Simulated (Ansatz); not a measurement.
# CH2SSe: one structure at several levels

One table from this session's results is given with a row withheld; the runs are named, their logs left out.

Computed with Ansatz 0.2.0, Gaussian basis. Level: single points in def2-TZVPP.

Cores are frozen in the correlated methods. Filled d shells of the heavier atoms are correlated.

## Where the work starts

SMILES `C1S[Se]1`, 5 atoms, charge 0, spin multiplicity 1.

Atoms are counted from 1 here; the program's logs count them from 0.

Bond lengths: C1–S2 1.763 Å, C1–Se3 2.059 Å, C1–H4 1.011 Å, C1–H5 1.027 Å, S2–Se3 2.098 Å. Angles: S2–C1–Se3 66.1°, S2–C1–H4 118.7°, S2–C1–H5 114.3°, Se3–C1–H4 108.3°, Se3–C1–H5 110.1°, H4–C1–H5 123.4°, C1–S2–Se3 63.8°, C1–Se3–S2 50.2°.

As a file:

```tsv
atom	x (Å)	y (Å)	z (Å)
C1	-0.17530	0.39830	-0.12690
S2	-0.36620	-0.63860	1.28640
Se3	1.01620	-1.28080	-0.15540
H4	-0.84740	0.32250	-0.87870
H5	0.39750	1.23450	0.03680
```

The first run:

Input file run/in.yaml:

```yaml
crystal:
  periodic: [false, false, false]
  atoms:
    - {symbol: C, position_ang: [-0.175300, 0.398300, -0.126900]}
    - {symbol: S, position_ang: [-0.366200, -0.638600, 1.286400]}
    - {symbol: Se, position_ang: [1.016200, -1.280800, -0.155400]}
    - {symbol: H, position_ang: [-0.847400, 0.322500, -0.878700]}
    - {symbol: H, position_ang: [0.397500, 1.234500, 0.036800]}
basis:
  gaussian: {orbitals: def2-TZVPP}
correlation: {method: ccsd_t}
output: {forces: true}
```

The command line of these runs was not kept.

Steps of the session up to this table: CCSD(T)/def2-TZVPP; PBE0-D4/def2-TZVPP; wB97M-V/def2-TZVPP; r2SCAN-D4/def2-TZVPP; PBE-D4/def2-TZVPP; r2SCAN0-D4/def2-TZVPP; CAM-B3LYP-D4/def2-TZVPP.

One of the session's tables, all rows but one given; the rest of the session is left out.

| method | RMS force component (eV/Å) | angle to CCSD(T) forces (°) | dipole (D) |
| --- | --- | --- | --- |
| CCSD(T) | 1.644 | reference | 1.44 |
| PBE0-D4 | 1.642 | 8.0 | 1.49 |
| wB97M-V | 1.620 | 6.2 | 1.44 |
| r2SCAN-D4 | 1.615 | 4.0 | 1.55 |
| PBE-D4 | ? | ? | ? |
| r2SCAN0-D4 | 1.582 | 10.0 | 1.56 |
| CAM-B3LYP-D4 | 1.621 | 6.5 | 1.47 |

**Question.** Estimate the row for PBE-D4.

**Answer.** RMS force component (eV/Å): 1.713; angle to CCSD(T) forces (°): 3.4; dipole (D): 1.42. In the column «RMS force component (eV/Å)» it is the highest.
